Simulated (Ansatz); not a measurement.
# C7H6I radical: energies up the ladder

The task here is to estimate one member of a computed series from the others.

Computed with Ansatz 0.2.0 (the levels named in each step, unless a step's input says otherwise).

**Starting point**

Bond lengths: C1–C2 1.374 Å, C2–C3 1.429 Å, C3–C4 1.368 Å, C4–C5 1.394 Å, C5–C6 1.389 Å, C2–C7 1.426 Å, C6–C7 1.374 Å, C7–I8 2.118 Å, C1–H9 1.075 Å, C1–H10 1.075 Å, C3–H11 1.080 Å, C4–H12 1.080 Å, C5–H13 1.079 Å, C6–H14 1.080 Å. Angles (14 of 21 angles, heavy atoms first): C1–C2–C3 120.0°, C1–C2–C7 124.5°, C3–C2–C7 115.5°, C2–C3–C4 122.2°, C3–C4–C5 120.3°, C4–C5–C6 119.7°, C5–C6–C7 120.5°, C2–C7–C6 121.9°, C2–C7–I8 120.6°, C6–C7–I8 117.5°, C2–C1–H9 122.4°, C2–C1–H10 120.4°, C2–C3–H11 117.3°, C4–C3–H11 120.5°.

Structure file:

```xyz
14

C    -1.0937   -2.1936   -0.4705
C     0.2056   -1.7463   -0.4626
C     1.2724   -2.6442   -0.7774
C     2.5814   -2.2477   -0.7822
C     2.9174   -0.9294   -0.4776
C     1.9155   -0.0196   -0.1651
C     0.5979   -0.4098   -0.1558
I    -0.8523    1.0518    0.3385
H    -1.9251   -1.5530   -0.2402
H    -1.3149   -3.2172   -0.7126
H     1.0083   -3.6641   -1.0135
H     3.3602   -2.9557   -1.0238
H     3.9478   -0.6106   -0.4808
H     2.1788    1.0007    0.0707
```

Set-up of the first run:

File input.yaml:

```yaml
crystal:
  periodic: [false, false, false]
  atoms:
    - { symbol: C, position_ang: [-1.09373, -2.19363, -0.47051] }
    - { symbol: C, position_ang: [0.20564, -1.74629, -0.46255] }
    - { symbol: C, position_ang: [1.27238, -2.64421, -0.77739] }
    - { symbol: C, position_ang: [2.58145, -2.24771, -0.78223] }
    - { symbol: C, position_ang: [2.91743, -0.92945, -0.47763] }
    - { symbol: C, position_ang: [1.91546, -0.01961, -0.16511] }
    - { symbol: C, position_ang: [0.59795, -0.40976, -0.15583] }
    - { symbol: I, position_ang: [-0.85231, 1.05185, 0.3385] }
    - { symbol: H, position_ang: [-1.92513, -1.55302, -0.24022] }
    - { symbol: H, position_ang: [-1.31493, -3.21723, -0.71256] }
    - { symbol: H, position_ang: [1.00833, -3.6641, -1.01346] }
    - { symbol: H, position_ang: [3.3602, -2.95571, -1.02377] }
    - { symbol: H, position_ang: [3.94783, -0.61057, -0.48077] }
    - { symbol: H, position_ang: [2.17884, 1.00065, 0.07075] }
magnetization:
  spin_polarized: true
  initial_magnetization: 1
basis:
  gaussian: { orbitals: def2-SVP }
hamiltonian:
  xc: pbe
  dispersion: d4
relax:
  f_tol: 0.03
  max_steps: 200
```

On the command line:

```console
> ansatz run input.yaml --threads 8 --pin off --max-ram 22528MiB --backend cpu --events-out ev --progress --plain --runs-dir out
```

Steps of the session up to this table: A rough first relaxation, PBE-D4/def2-SVP; Relaxation, PBE0-D4/def2-TZVP; Relaxation, PBE0-D4/def2-SVP; Frequencies, PBE0-D4/def2-SVP; Single point, PBE-D4/def2-TZVPP; Single point, r2SCAN-D4/def2-TZVPP; Single point, B3LYP-D4/def2-TZVPP; Single point, wB97M-V/def2-TZVPP; Single point, B2PLYP/def2-TZVPP; Single point, PBE0-D4/def2-TZVPP; Single point, LDA/def2-TZVPP; Single point, PBE0-D4/def2-SVP; Single point, PBE-D4/def2-SVP; The cation of multiplicity 1 at the same geometry, PBE0-D4/def2-TZVPP; The cation of multiplicity 1 at the same geometry, PBE-D4/def2-TZVPP; The cation of multiplicity 1 at the same geometry, r2SCAN-D4/def2-TZVPP; The cation of multiplicity 1 at the same geometry, B3LYP-D4/def2-TZVPP; The cation of multiplicity 1 at the same geometry, wB97M-V/def2-TZVPP; The cation of multiplicity 1 at the same geometry, B2PLYP/def2-TZVPP.

One of the session's tables, all rows but one given; the rest of the session is left out.

It belongs to the step «Vertical ionisation energy». 

```
               level  vertical ionisation energy (eV)  from B2PLYP/def2-TZVPP (eV)
  PBE0-D4/def2-TZVPP                            7.367                       +0.269
   PBE-D4/def2-TZVPP                                ?                            ?
r2SCAN-D4/def2-TZVPP                            7.379                       +0.281
 B3LYP-D4/def2-TZVPP                            7.288                       +0.190
  wB97M-V/def2-TZVPP                            7.277                       +0.179
   B2PLYP/def2-TZVPP                            7.098                       +0.000
```

Q: Estimate the row for PBE-D4/def2-TZVPP from the others.

As computed: vertical ionisation energy (eV): 7.174; from B2PLYP/def2-TZVPP (eV): +0.076. In the column «vertical ionisation energy (eV)» it lies between B2PLYP/def2-TZVPP (7.098) and wB97M-V/def2-TZVPP (7.277).
